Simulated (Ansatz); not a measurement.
# Cl2Pb (Pb(Cl)2): the cost of one run

The runs use Ansatz 0.2.0; DFT PBE, plane waves, PAW, molecule in a box with 9 Å of vacuum.

2 further runs of the same task are left out: 2 for a known fault of the program.

**1. Where the work starts**

3 atoms, charge 0, spin multiplicity 1.

Bond lengths: Pb1–Cl2 2.483 Å, Pb1–Cl3 2.483 Å. Angles: Cl2–Pb1–Cl3 99.6°.

Geometry (Å):

```
atom    x (Å)   y (Å)    z (Å)
 Pb1   0.0000  0.0000  -0.6289
 Cl2   1.8962  0.0000   0.9743
 Cl3  -1.8962  0.0000   0.9743
```

Formal oxidation states: Pb +2. An earlier session relaxed this geometry at PBE0, Pb def2-SVP with ECP60, Cl def2-SVP (singlet, point group C2v).

**2. Scalar-relativistic**

Contents of input.yaml:

```yaml
crystal:
  lattice:
    - [12.79, 0.0, 0.0]
    - [0.0, 9.0, 0.0]
    - [0.0, 0.0, 10.6]
  atoms:
    - { symbol: Pb, position: [0.50008991, 0.5, 0.4245283] }
    - { symbol: Cl, position: [0.64834324, 0.5, 0.57576981] }
    - { symbol: Cl, position: [0.35183737, 0.5, 0.57576981] }
basis:
  ecutwfc: 420
  ecutrho_ratio: 4
kpoints:
  mp_grid: { grid: [1, 1, 1] }
hamiltonian:
  xc: pbe
scf:
  occupations: { method: gaussian, width: 0.01 }
output:
  forces: true
  eigenvalues: true
  populations: true
```

Command:

```bash
$ ansatz run input.yaml --threads 2 --pin off --max-ram 5120MiB --backend cpu --events-out ev --progress --plain --runs-dir out
```

**Question.** How long does this run take on 2 threads of Arm Neoverse V1, shared host, and how much memory does it need?

About 2.4 s, with a peak of 0.69 GiB.
